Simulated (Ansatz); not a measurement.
**C₂H₁₀BNSi₂: how energies converge with the basis set**

One table from this session's results is given with a row withheld; the runs are named, their logs left out.

The runs use Ansatz 0.2.0, Gaussian basis; one geometry, several basis sets.

The runs, in order: PBE0-D4/def2-SVP; ωB97M-V/def2-SVP; PBE0-D4/def2-QZVPP; ωB97M-V/def2-QZVPP; the functionals' def2-TZVPP values are taken from earlier runs.

**The relaxed structure**

An earlier PBE0-D4 in a triple-zeta def2 set relaxation fixed the geometry.

SMILES `BN(C=C)[SiH2][SiH3]`, 16 atoms, charge 0, spin multiplicity 1.

Atoms are counted from 1 here; the program's logs count them from 0.

Bond lengths: B1–N2 1.408 Å, B1–H7 1.194 Å, B1–H8 1.198 Å, N2–C3 1.402 Å, N2–Si5 1.773 Å, C3–C4 1.330 Å, C3–H9 1.086 Å, C4–H10 1.081 Å, C4–H11 1.084 Å, Si5–Si6 2.348 Å, Si5–H12 1.489 Å, Si5–H13 1.481 Å, Si6–H14 1.489 Å, Si6–H15 1.486 Å, Si6–H16 1.487 Å. Angles: N2–B1–H7 119.5°, N2–B1–H8 118.7°, H7–B1–H8 121.8°, B1–N2–C3 120.0°, B1–N2–Si5 120.9°, C3–N2–Si5 119.0°, N2–C3–C4 126.1°, N2–C3–H9 113.5°, C4–C3–H9 120.4°, C3–C4–H10 119.8°, C3–C4–H11 123.2°, H10–C4–H11 117.0°, N2–Si5–Si6 110.9°, N2–Si5–H12 109.6°, N2–Si5–H13 106.2°, Si6–Si5–H12 110.3°, Si6–Si5–H13 110.6°, H12–Si5–H13 109.1° and more.

The first run:

in.yaml

```yaml
crystal:
  periodic: [false, false, false]
  atoms:
    - {symbol: B, position_ang: [-1.846036, -1.344480, -0.736246]}
    - {symbol: N, position_ang: [-0.577306, -0.858891, -0.367321]}
    - {symbol: C, position_ang: [0.468822, -0.849624, -1.300611]}
    - {symbol: C, position_ang: [1.723814, -0.477687, -1.067152]}
    - {symbol: Si, position_ang: [-0.295473, -0.178191, 1.245094]}
    - {symbol: Si, position_ang: [0.249644, 2.101877, 1.108828]}
    - {symbol: H, position_ang: [-2.732042, -1.341354, 0.064433]}
    - {symbol: H, position_ang: [-2.005081, -1.747956, -1.852555]}
    - {symbol: H, position_ang: [0.169513, -1.185198, -2.289045]}
    - {symbol: H, position_ang: [2.449507, -0.500971, -1.868394]}
    - {symbol: H, position_ang: [2.076525, -0.156191, -0.093686]}
    - {symbol: H, position_ang: [0.795665, -0.931421, 1.922308]}
    - {symbol: H, position_ang: [-1.555248, -0.368578, 2.000263]}
    - {symbol: H, position_ang: [-0.150768, 2.761231, 2.382626]}
    - {symbol: H, position_ang: [1.705474, 2.324808, 0.907798]}
    - {symbol: H, position_ang: [-0.499908, 2.729927, -0.011940]}
basis:
  gaussian: {orbitals: def2-SVP}
hamiltonian: {xc: pbe0, dispersion: d4}
output: {orbitals: {seedname: orbitals}}
```

Among the steps run: PBE0-D4 in def2-SVP; ωB97M-V in def2-SVP; PBE0-D4 in def2-QZVPP; ωB97M-V in def2-QZVPP.

One of the session's tables, all rows but one given; the rest of the session is left out.

It belongs to the step «Density functionals: the series». 

| functional | basis | HOMO (eV) |
| --- | --- | --- |
| PBE0-D4 | def2-SVP | -7.04 |
| PBE0-D4 | def2-TZVPP | ? |
| PBE0-D4 | def2-QZVPP | -7.08 |
| ωB97M-V | def2-SVP | -9.19 |
| ωB97M-V | def2-TZVPP | -9.24 |
| ωB97M-V | def2-QZVPP | -9.24 |

Estimate the missing values for PBE0-D4, def2-TZVPP.

**Answer.** HOMO (eV): -7.07. In the column «HOMO (eV)» it lies between PBE0-D4, def2-QZVPP (-7.08) and PBE0-D4, def2-SVP (-7.04).
